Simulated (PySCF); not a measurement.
# RuNH₃: structure of the singlet

The task is one start of a wider search on RuNH₃: the singlet, from a square planar start. It is relaxed, tested by its Hessian and followed downhill if it is a saddle.

Program: PySCF 2.14.0. Level of theory: PBE0, basis Ru def2-TZVP with ECP28, N def2-TZVP, H def2-TZVP, scalar-relativistic core potentials, no spin–orbit coupling, density fitting. These are calculated values, not measurements.

## 1. The starting structure

5 atoms, charge 0, spin multiplicity 1.

Bond lengths: Ru1–N2 1.740 Å, Ru1–H3 1.570 Å, Ru1–H4 1.570 Å, Ru1–H5 1.570 Å. Angles: N2–Ru1–H3 90.0°, N2–Ru1–H4 180.0°, N2–Ru1–H5 90.0°, H3–Ru1–H4 90.0°, H3–Ru1–H5 180.0°, H4–Ru1–H5 90.0°.

Coordinates in bohr (charge 0 multiplicity 1):
```
Ru    0.0000    0.0000    0.0000
N     0.0000   -3.2881    0.0000
H     2.9669    0.0000    0.0000
H     0.0000    2.9669    0.0000
H    -2.9669    0.0000    0.0000
```

## 2. First SCF at the start

The steps below are one call of a driver around PySCF. For each, scf.py gives the equivalent set-up of the SCF; relaxations use the driver's own optimiser. After this first run the driver tries any further starts and a stability analysis.

File scf.py:

```python
from pyscf import gto, scf, dft
mol = gto.M(atom='''
Ru     0.000000     0.000000     0.000000
N     -0.000000    -1.740000     0.000000
H      1.570000     0.000000     0.000000
H      0.000000     1.570000     0.000000
H     -1.570000     0.000000     0.000000''',
    basis={'Ru': 'def2-TZVP', 'N': 'def2-TZVP', 'H': 'def2-TZVP'},
    ecp={'Ru': 'def2-TZVP'},
    charge=0, spin=0)
mf = dft.RKS(mol, xc='PBE0')
mf.grids.atom_grid = (50, 194)
aux = {'Ru': 'def2-universal-JKFIT', 'N': 'def2-universal-JKFIT', 'H': 'def2-universal-JKFIT'}
mf = mf.density_fit(auxbasis=aux)
mf.conv_tol = 1e-08
mf.diis_space = 10
mf.max_cycle = 60
mf.init_guess = 'minao'
mf.verbose = 4
mf.kernel()
```

On the command line:

```
OMP_NUM_THREADS=2 python axn.py task.json out
```

The runs that follow: Relaxation: square planar start, singlet; Frequencies; Following the imaginary mode; Frequencies; Leaving the saddle point; Vibrations and properties at this point.

What does the calculation give? Wanted: minimum; geometry; wavenumbers; dipole moment; highest occupied, lowest empty level; polar-tensor charge of Ru1; zero-point energy; atomisation energy.

The runs gave:

| quantity | value |
| --- | --- |
| minimum | singlet, Cs |
| geometry | H–H 0.901 Å, Ru–H 1.671 Å, Ru–H 1.725 Å (×2), Ru–N 1.553 Å; H–H–Ru 74.8° (×2), H–Ru–H 30.3°, H–Ru–H 140.6° (×2), H–Ru–N 102.6° (×2), H–Ru–N 113.7° |
| wavenumbers (cm⁻¹) | 227 (a''), 461 (a'), 569 (a'), 960 (a'), 987 (a''), 1264 (a'), 1752 (a''), 1886 (a'), 2563 (a') |
| dipole moment | 2.57 D |
| highest occupied, lowest empty level | -6.66, -2.92 eV |
| polar-tensor charge of Ru1 | +0.61 e |
| zero-point energy | 63.8 kJ/mol |
| entropy at 298.15 K | 269.5 J/(mol K) |
| atomisation energy (no zero-point energy) | 1233 kJ/mol |

In words: From C2v at the start the molecule goes to a Cs minimum, after a stop at a saddle point 50.0 kJ/mol higher, from which it was pushed off along an imaginary mode. The strongest infrared band lies at 960 cm⁻¹ (a'). Other starts or spin states, not run here, may lie lower. The stability of the closed-shell solution was not tested.
